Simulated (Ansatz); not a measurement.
# AlH7OSSi: the cost of one run

All numbers below are computed with Ansatz 0.2.0 (RKS PBE-D4/def2-SVP).

## Step 1: The starting structure

Bond lengths: Al1–S2 2.638 Å, Al1–H3 1.538 Å, Al1–H4 1.532 Å, Al1–O6 2.179 Å, O6–Si7 1.634 Å, S2–H8 1.335 Å, Si7–H9 1.463 Å, Si7–H10 1.462 Å, Si7–H11 1.460 Å. Angles: Al1–S2–H8 84.1°, S2–Al1–H3 107.2°, S2–Al1–H4 118.5°, S2–Al1–O6 76.2°, H3–Al1–H4 122.8°, H3–Al1–O6 111.4°, H4–Al1–O6 111.4°, Al1–O6–Si7 162.5°, O6–Si7–H9 105.7°, O6–Si7–H10 107.4°, O6–Si7–H11 105.6°, H9–Si7–H10 111.8°, H9–Si7–H11 112.9°, H10–Si7–H11 112.9°.

Structure file:

```xyz
11

Al   -0.0356   -0.7945   -1.6681
S     2.2493    0.4100   -1.1309
H     0.2261   -2.3091   -1.6167
H    -0.9804   -0.1503   -2.6883
H     0.8513    0.3308   -0.0135
O    -0.3400    0.0288    0.3261
Si   -1.0310    0.7015    1.6450
H     2.6558   -0.8148   -0.7900
H    -0.0583    0.5403    2.7263
H    -1.2767    2.1104    1.3396
H    -2.2605   -0.0530    1.8706
```

## Step 2: A restrained relaxation towards end A

Springs on the bonds that form and break draw the guess towards this end; the thresholds are loose.

Input file input.yaml:

```yaml
crystal:
  periodic: [false, false, false]
  atoms:
    - { symbol: Al, position_ang: [-0.0356, -0.7945, -1.6681] }
    - { symbol: S, position_ang: [2.2493, 0.41, -1.1309] }
    - { symbol: H, position_ang: [0.2261, -2.3091, -1.6167] }
    - { symbol: H, position_ang: [-0.9804, -0.1503, -2.6883] }
    - { symbol: H, position_ang: [0.8513, 0.3308, -0.0135] }
    - { symbol: O, position_ang: [-0.34, 0.0288, 0.3261] }
    - { symbol: Si, position_ang: [-1.031, 0.7015, 1.645] }
    - { symbol: H, position_ang: [2.6558, -0.8148, -0.79] }
    - { symbol: H, position_ang: [-0.0583, 0.5403, 2.7263] }
    - { symbol: H, position_ang: [-1.2767, 2.1104, 1.3396] }
    - { symbol: H, position_ang: [-2.2605, -0.053, 1.8706] }
basis:
  gaussian: { orbitals: def2-SVP }
hamiltonian:
  xc: pbe
  dispersion: d4
relax:
  f_tol: 0.15
  max_steps: 25
  restrain:
    - { distance: [0, 5], at: 3.17, k: 30.0 }
    - { distance: [4, 1], at: 2.66, k: 30.0 }
    - { distance: [0, 1], at: 2.26, k: 30.0 }
    - { distance: [4, 5], at: 0.97, k: 30.0 }
```

Run with:

```sh
$ ansatz run input.yaml --threads 2 --pin off --max-ram 3072MiB --backend cpu --events-out ev --progress --plain --runs-dir out
```

What time and memory should one allow on 2 threads of Intel Xeon 6975P-C (Granite Rapids), shared host?

About 11 s, with a peak of 0.17 GiB.
